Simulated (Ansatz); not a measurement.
# LaCuIr4: the cost of one run

Program: Ansatz 0.2.0. Level of theory: DFT PBE, scalar-relativistic, plane waves, PAW. These are calculated values, not measurements.

### Step 1. The structure to begin with

The structure is cubic, space group F-43m (No. 216). The conventional cell has a = 7.255 Å, b = 7.255 Å, c = 7.255 Å, α = 90.00°, β = 90.00°, γ = 90.00°. La (site symmetry -43m) is surrounded by 12 Ir at 3.01 Å and 4 Cu at 3.14 Å. Cu (site symmetry -43m) is surrounded by 12 Ir at 3.01 Å and 4 La at 3.14 Å. Ir (site symmetry 3m) has 6 Ir at 2.56 to 2.57 Å and 3 Cu at 3.01 Å and 3 La at 3.01 Å in its first shell of neighbours.

As a file:

```
La Cu Ir
1.0
     0.00000    3.62769    3.62769
     3.62769    0.00000    3.62769
     3.62769    3.62769    0.00000
La Cu Ir
1 1 4
Cartesian
  5.4415 5.4415 5.4415
  0.0000 0.0000 0.0000
  4.5363 4.5363 2.7190
  2.7190 4.5363 4.5363
  2.7190 2.7190 2.7190
  4.5363 2.7190 4.5363
```

Recipe of the guess: species swapped into a database cell of LuInCo4 (F-43m, No. 216), with La on the Lu sites, Cu on the In sites and Ir on the Co sites. Lengths come from tabulated atomic sizes and are only a guess.

### Step 2. Probe: one point on a coarse mesh

The input, input.yaml:

```yaml
crystal:
  lattice:
    - [0.0, 3.62768652, 3.62768652]
    - [3.62768652, 0.0, 3.62768652]
    - [3.62768652, 3.62768652, 0.0]
  atoms:
    - { symbol: La, position: [0.75, 0.75, 0.75] }
    - { symbol: Cu, position: [0.0, 0.0, 0.0] }
    - { symbol: Ir, position: [0.374762, 0.374762, 0.875714] }
    - { symbol: Ir, position: [0.875714, 0.374762, 0.374762] }
    - { symbol: Ir, position: [0.374762, 0.374762, 0.374762] }
    - { symbol: Ir, position: [0.374762, 0.875714, 0.374762] }
basis:
  ecutwfc: 420
kpoints:
  mp_grid: { grid: [4, 4, 4] }
hamiltonian:
  xc: pbe
scf:
  occupations: { method: gaussian, width: 0.1 }
  lower_state_search: "off"
output:
  forces: true
  stress: true
  eigenvalues: true
```

Started as:

```sh
$ ansatz run input.yaml --threads 1 --pin off --max-ram 2560MiB --backend cpu --events-out ev --progress --plain --runs-dir out
```

**Question.** How long does this run take on 1 thread of Intel Xeon 6975P-C (Granite Rapids), shared host, and how much memory does it need?

About 2.3 s, with a peak of 0.44 GiB.
